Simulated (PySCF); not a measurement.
**GeF−: bond curves at several levels of theory**

One table from this session's results is given with a row withheld; the runs are named, their logs left out.

Program: PySCF 2.14.0. Level of theory: Ge aug-cc-pVDZ-PP with ECP10, F aug-cc-pVDZ, scalar-relativistic core potentials. These are calculated values, not measurements.

2 further runs of the same task are left out: 1 that didn't finish, 1 set aside as unsound or not needed.

Set-up of the first run:

The job is set up so:

```json
{
 "atoms": "Ge, F",
 "charge": "-1",
 "basis": "Ge aug-cc-pVDZ-PP with ECP10, F aug-cc-pVDZ",
 "Hamiltonian": "scalar-relativistic core potentials",
 "basis functions": "55",
 "electrons treated": "32",
 "masses in u": "73.9212, 18.9984",
 "levels": "PBE0, PBE, r²SCAN, LDA, M06, TPSS, HF, MP2, SCS-MP2",
 "grid": "80 radial by 434 angular points",
 "occupations": "held fixed by the projection of orbital angular momentum",
 "dissociation limit": "Ge + F−, each in its ground configuration",
 "starting distance in angstrom": "1.875",
 "values of 2S to try": "0, 2"
}
```

Run with:

```bash
$ OMP_NUM_THREADS=1 python dia.py task.json out
```

Among the steps run: Input; The PBE0 curve of the state that the search chose; Higher solutions at PBE0; PBE; r²SCAN (meta-GGA); LDA (local density); M06; TPSS (meta-GGA); UHF (mean field).

One of the session's tables, all rows but one given; the rest of the session is left out.

It belongs to the step «The curves together». Energy (eV) from each level's lowest point:

| R (Å) | UHF | UHF-MP2 | UHF-SCS-MP2 | LDA | PBE |
| --- | --- | --- | --- | --- | --- |
| 1.621 | 0.639 | 0.792 | 0.806 | 0.669 | 0.849 |
| 1.696 | ? | ? | ? | ? | ? |
| 1.772 | 0.054 | 0.112 | 0.118 | 0.066 | 0.135 |
| 1.828 | 0.000 | 0.027 | 0.030 | 0.005 | 0.038 |
| 1.885 | 0.000 | 0.000 | 0.000 | 0.000 | 0.000 |
| 1.942 | 0.041 | 0.016 | 0.013 | 0.037 | 0.006 |
| 2.017 | 0.136 | 0.086 | 0.079 | 0.132 | 0.064 |
| 2.111 | 0.297 | 0.224 | 0.211 | 0.297 | 0.187 |
| 2.224 | 0.516 | 0.429 | 0.409 | 0.530 | 0.376 |
| 2.375 | 0.813 | 0.724 | 0.696 | 0.855 | 0.651 |

Estimate the missing values for R (Å) = 1.696.

Worked estimate for «UHF». A straight line through the neighbours (1.621, 0.639) and (1.772, 0.054) gives 0.639 + (0.054 − 0.639) × (1.696 − 1.621) / (1.772 − 1.621) = 0.348; a parabola fitted to 3 rows on both sides gives 0.268.

The run gave: UHF: 0.247; UHF-MP2: 0.350; UHF-SCS-MP2: 0.361; LDA: 0.269; PBE: 0.390. In «UHF» the line misses by +0.101 and the parabola by +0.021.

The other levels ran on the lowest alone.
